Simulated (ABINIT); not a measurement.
Here is an ABINIT 10.8.3 (patched build) calculation.

The input run.abi:

```
pp_dirpath "./"
pseudos "Al.upf, Si.upf, Cl.upf"

acell 3*1.0 Angstrom
rprim
     3.8028207600     0.0000000000     0.0000000000
    -1.9014103800     3.2933393800     0.0000000000
     0.0000000000     0.0000000000     4.9898621600
ntypat 3
znucl 13 14 17
natom 4
typat 1 2 2 3
xred
     0.6666666700     0.3333333300     0.5000000000
     0.0000000000     0.0000000000     0.7468175900
     0.0000000000     0.0000000000     0.2531824100
     0.3333333300     0.6666666700     0.0000000000

ecut 761.918815 eV

kptopt 1
ngkpt 6 6 4
nshiftk 1
shiftk 0.0 0.0 0.0

ixc 7

nband 13
occopt 3
tsmear 0.00183747

nstep 100
tolvrs 1.0e-10

iomode 3
prtwf 0
prteig 0
prtebands 0
prtden 1
prtvha 1
prtvclmb 1
prtpot 1
prtelf 1
```

Potentials or basis: PseudoDojo NC SR LDA v0.4.1 standard.

The run is started by

```bash
$ abinit run.abi > log 2>&1
```

**Question.** Estimate the largest force.

**Answer.** 0.795 eV/Å.

**Question.** Estimate the band gap on the k mesh.

**Answer.** None (metal or under the smearing width).

Forces in eV/Å, atoms in the order of the input:
```
Al   0.000  0.000  0.000
Si   0.000  0.000 -0.795
Si   0.000  0.000  0.795
Cl   0.000  0.000  0.000
```
